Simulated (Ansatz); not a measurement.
Mo, space group Im-3m, a calculation of the elastic constants

Program: Ansatz 0.2.0, Python API.

Contents of `POSCAR_mo`:
```text
Mo
1.0
  -1.57341500    1.57341500    1.57341500
   1.57341500   -1.57341500    1.57341500
   1.57341500    1.57341500   -1.57341500
Mo
1
Direct
   0.00000000    0.00000000    0.00000000
```

Interactive session:
```pycon
>>> from dataclasses import replace
>>> import ansatz as az
>>> from ase.io import read
>>> import numpy as np
>>> atoms = read('POSCAR_mo', format='vasp')
>>> system = az.Crystal.from_ase(atoms)
>>> [site.symbol for site in system.resolved().sites]
['Mo']
>>> calculation = (
...     system.calculation()
...     .functional('r2scan')
...     .pseudopotentials('paw')
...     .occupations('cold')
...     .scf(tolerance=1e-09)
...     .kpoints(19, 19, 19)
... )
>>> rest = calculation.relax(cell=True).run().lattice
DeckWarning: basis.ecutwfc = 500 eV, auto-derived from the records' recommended cutoffs: set by Mo (their level for a meta-GGA)
DeckWarning: relax.cell: scf.convergence.dr2_threshold = 1e-9 eV is looser than the 1e-10 eV advised for a relaxation that steers and ends on the stress (1e-10 eV for each atom of the cell: 1). What an SCF threshold leaves in a stress goes as its square root, [...]
>>> relaxed = az.Crystal(lattice=az.Lattice.of(rest.cell_ang))
>>> for site in rest.sites:
...     relaxed = relaxed.atom(site.symbol, site.position_frac)
...
>>> calculation = replace(calculation, crystal=relaxed)
>>> print('relaxed volume {:.3f} A^3'.format(abs(np.linalg.det(rest.cell_ang))))
relaxed volume 15.641 A^3
>>> outcome = calculation.elastic(az.ElasticMode.RELAXED_ION, amplitude=0.005).run()
DeckWarning: elastic: scf.convergence.dr2_threshold = 1e-9 eV (typed) is looser than the 6.25e-10 eV advised at elastic.amplitude = 5e-3. Elastic constants divide stress differences by the amplitude, so a small SCF error in a stress becomes a large one in a [...]
>>> elastic = outcome.elastic
>>> print(np.array2string(np.round(elastic.c_gpa, 1) + 0.0, suppress_small=True))
[[498.2 158.7 158.7   0.    0.    0. ]
 [158.7 498.2 158.7   0.    0.    0. ]
 [158.7 158.7 498.2   0.    0.    0. ]
 [  0.    0.    0.  104.4   0.    0. ]
 [  0.    0.    0.    0.  104.4   0. ]
 [  0.    0.    0.    0.    0.  104.4]]
>>> print('Voigt stress of the unstrained cell (GPa, tension positive):', np.round(elastic.sigma0_gpa, 3) + 0.0)
Voigt stress of the unstrained cell (GPa, tension positive): [0.01 0.01 0.01 0.   0.   0.  ]
>>> print('smallest eigenvalue of C:', round(elastic.stability.min_eigenvalue_gpa, 1), 'GPa; tensor positive definite:', elastic.stability.min_eigenvalue_gpa > 0)
smallest eigenvalue of C: 104.4 GPa; tensor positive definite: True
>>> if elastic.stability.min_eigenvalue_gpa > 0:
...     for name, value in elastic.moduli.to_plain().items():
...         print(f'{name:14s} {value:9.3f}')
...
k_voigt_gpa      271.855
k_reuss_gpa      271.855
k_hill_gpa       271.855
g_voigt_gpa      130.504
g_reuss_gpa      123.362
g_hill_gpa       126.933
youngs_gpa       329.514
poisson            0.298
```

Notes:
- A positive definite tensor excludes instabilities under uniform strain alone; phonons elsewhere in the zone can still be imaginary.
- Warnings are shown shortened and without file and line.
- Shear constants of a metal converge slowly with the k-point mesh and can be wrong in sign on a coarse one; the constants belong to the cell that was strained.
- Wall time of the script: 2.3 min on 1 thread of Arm Neoverse V1, with other jobs on the host, peak memory 0.65 GiB.
